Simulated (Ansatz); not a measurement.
**CH3FTe (SMILES FC[TeH]): one structure at several levels**

An exercise on one series of results from a longer session: the logs are not shown, and one member is left open.

Computed with Ansatz 0.2.0, Gaussian basis. Level: single points in def2-TZVPP.

Cores are frozen in the correlated methods. Filled d shells of the heavier atoms are correlated. Core potentials replace the inner electrons past krypton, and spin-orbit coupling is left out.

## Where the work starts

SMILES `FC[TeH]`, 6 atoms, charge 0, spin multiplicity 1.

Atoms are counted from 1 here; the program's logs count them from 0.

Bond lengths: C2–Te3 2.335 Å, C2–H4 0.938 Å, C2–H5 1.042 Å, Te3–H6 1.507 Å. Angles: Te3–C2–H4 110.8°, Te3–C2–H5 114.6°, H4–C2–H5 115.3°, C2–Te3–H6 93.9°.

Coordinates:

```
F    -0.2304   -0.4430   -1.8743
C     0.0949   -0.5806   -0.3260
Te   -0.5616    1.4866    0.5390
H     1.0267   -0.6181   -0.4263
H    -0.3349   -1.4043    0.1453
H     0.0623    1.2362    1.8875
```

The first run:

run/in.yaml reads:

```yaml
crystal:
  periodic: [false, false, false]
  atoms:
    - {symbol: F, position_ang: [-0.230400, -0.443000, -1.874300]}
    - {symbol: C, position_ang: [0.094900, -0.580600, -0.326000]}
    - {symbol: Te, position_ang: [-0.561600, 1.486600, 0.539000]}
    - {symbol: H, position_ang: [1.026700, -0.618100, -0.426300]}
    - {symbol: H, position_ang: [-0.334900, -1.404300, 0.145300]}
    - {symbol: H, position_ang: [0.062300, 1.236200, 1.887500]}
basis:
  gaussian: {orbitals: def2-TZVPP}
correlation: {method: ccsd_t}
output: {forces: true}
```

The command line of these runs was not kept.

Steps of the session up to this table: CCSD(T)/def2-TZVPP; PBE0-D4/def2-TZVPP; wB97M-V/def2-TZVPP; r2SCAN-D4/def2-TZVPP; PBE-D4/def2-TZVPP; B97M-V/def2-TZVPP; wB97X-V/def2-TZVPP.

One table of the session follows, with a row left open; its other results are not shown here.

```
   method  RMS force component (eV/Å)  angle to CCSD(T) forces (°)  dipole (D)
  CCSD(T)                       3.164                    reference        2.55
  PBE0-D4                       3.247                          1.3        2.57
  wB97M-V                           ?                            ?           ?
r2SCAN-D4                       3.151                          1.5        2.50
   PBE-D4                       3.203                          3.6        2.36
   B97M-V                       3.109                          2.1        2.49
  wB97X-V                       3.272                          1.6        2.66
```

Estimate the missing values for wB97M-V.

**Answer.** RMS force component (eV/Å): 3.178; angle to CCSD(T) forces (°): 1.4; dipole (D): 2.62. In the column «RMS force component (eV/Å)» it lies between CCSD(T) (3.164) and PBE-D4 (3.203).
